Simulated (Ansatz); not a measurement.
# CH₄F₂HfOSe: small, medium and large basis sets

An exercise on one series of results from a longer session: the logs are not shown, and one member is left open.

Program: Ansatz 0.2.0, Gaussian basis. Level of theory: one geometry, several basis sets. These are calculated values, not measurements.

Plan: PBE0-D4/def2-SVP; ωB97M-V/def2-SVP; PBE0-D4/def2-QZVPP; ωB97M-V/def2-QZVPP; the functionals' def2-TZVPP values are taken from earlier runs.

### The geometry

An earlier PBE0-D4 in a triple-zeta def2 set relaxation fixed the geometry. Hf takes the def2 core potential; no spin-orbit term is included.

SMILES `C[Se][Hf]([OH])([F])[F]`, 10 atoms, charge 0, spin multiplicity 1.

Atoms are counted from 1 here; the program's logs count them from 0.

Bond lengths: C1–Se2 1.973 Å, C1–H7 1.088 Å, C1–H8 1.088 Å, C1–H9 1.088 Å, Se2–Hf3 2.575 Å, Hf3–O4 1.903 Å, Hf3–F5 1.902 Å, Hf3–F6 1.907 Å, O4–H10 0.952 Å. Angles: Se2–C1–H7 110.6°, Se2–C1–H8 106.2°, Se2–C1–H9 110.3°, H7–C1–H8 109.4°, H7–C1–H9 110.8°, H8–C1–H9 109.4°, C1–Se2–Hf3 95.5°, Se2–Hf3–O4 107.9°, Se2–Hf3–F5 107.6°, Se2–Hf3–F6 109.1°, O4–Hf3–F5 113.4°, O4–Hf3–F6 108.1°, F5–Hf3–F6 110.6°, Hf3–O4–H10 168.6°.

Coordinates:

```mol
CH4F2HfOSe
  3D, bonds by distance, orders not assigned

 10  9  0  0  0  0  0  0  0  0999 V2000
   -0.1201   -1.4122    1.2703 C   0  0
   -1.4509   -1.0958   -0.1512 Se  0  0
   -0.4482    1.1424   -0.9348 Hf  0  0
    1.4193    0.8880   -1.1989 O   0  0
   -1.3690    1.6634   -2.5150 F   0  0
   -0.6809    2.4449    0.4384 F   0  0
    0.8891   -1.3744    0.8654 H   0  0
   -0.3183   -2.4104    1.6554 H   0  0
   -0.2418   -0.6859    2.0708 H   0  0
    2.3208    0.8401   -1.5003 H   0  0
  1  2  8  0
  2  3  8  0
  3  4  8  0
  3  5  8  0
  3  6  8  0
  1  7  8  0
  1  8  8  0
  1  9  8  0
  4 10  8  0
M  END
```

The first run:

in.yaml reads:

```yaml
crystal:
  periodic: [false, false, false]
  atoms:
    - {symbol: C, position_ang: [-0.120075, -1.412235, 1.270261]}
    - {symbol: Se, position_ang: [-1.450881, -1.095847, -0.151174]}
    - {symbol: Hf, position_ang: [-0.448242, 1.142381, -0.934782]}
    - {symbol: O, position_ang: [1.419277, 0.888017, -1.198946]}
    - {symbol: F, position_ang: [-1.368977, 1.663410, -2.515046]}
    - {symbol: F, position_ang: [-0.680936, 2.444858, 0.438368]}
    - {symbol: H, position_ang: [0.889092, -1.374356, 0.865410]}
    - {symbol: H, position_ang: [-0.318255, -2.410428, 1.655361]}
    - {symbol: H, position_ang: [-0.241779, -0.685932, 2.070847]}
    - {symbol: H, position_ang: [2.320777, 0.840143, -1.500298]}
basis:
  gaussian: {orbitals: def2-SVP}
hamiltonian: {xc: pbe0, dispersion: d4}
output: {orbitals: {seedname: orbitals}}
```

The run is started by

```console
$ ansatz run in.yaml --threads 2 --pin off --events-out ev --progress --plain --max-ram 22528MiB --backend cpu
```

Among the steps run: PBE0-D4 in def2-SVP; ωB97M-V in def2-SVP; PBE0-D4 in def2-QZVPP; ωB97M-V in def2-QZVPP.

One table of the session follows, with a row left open; its other results are not shown here.

It belongs to the step «Functionals by basis». 

| functional | basis | HOMO (eV) |
| --- | --- | --- |
| PBE0-D4 | def2-SVP | -6.72 |
| PBE0-D4 | def2-TZVPP | ? |
| PBE0-D4 | def2-QZVPP | -6.81 |
| ωB97M-V | def2-SVP | -8.80 |
| ωB97M-V | def2-TZVPP | -8.89 |
| ωB97M-V | def2-QZVPP | -8.91 |

Q: Estimate the row for PBE0-D4, def2-TZVPP from the others.

The run gave: HOMO (eV): -6.79. In the column «HOMO (eV)» it lies between PBE0-D4, def2-QZVPP (-6.81) and PBE0-D4, def2-SVP (-6.72).
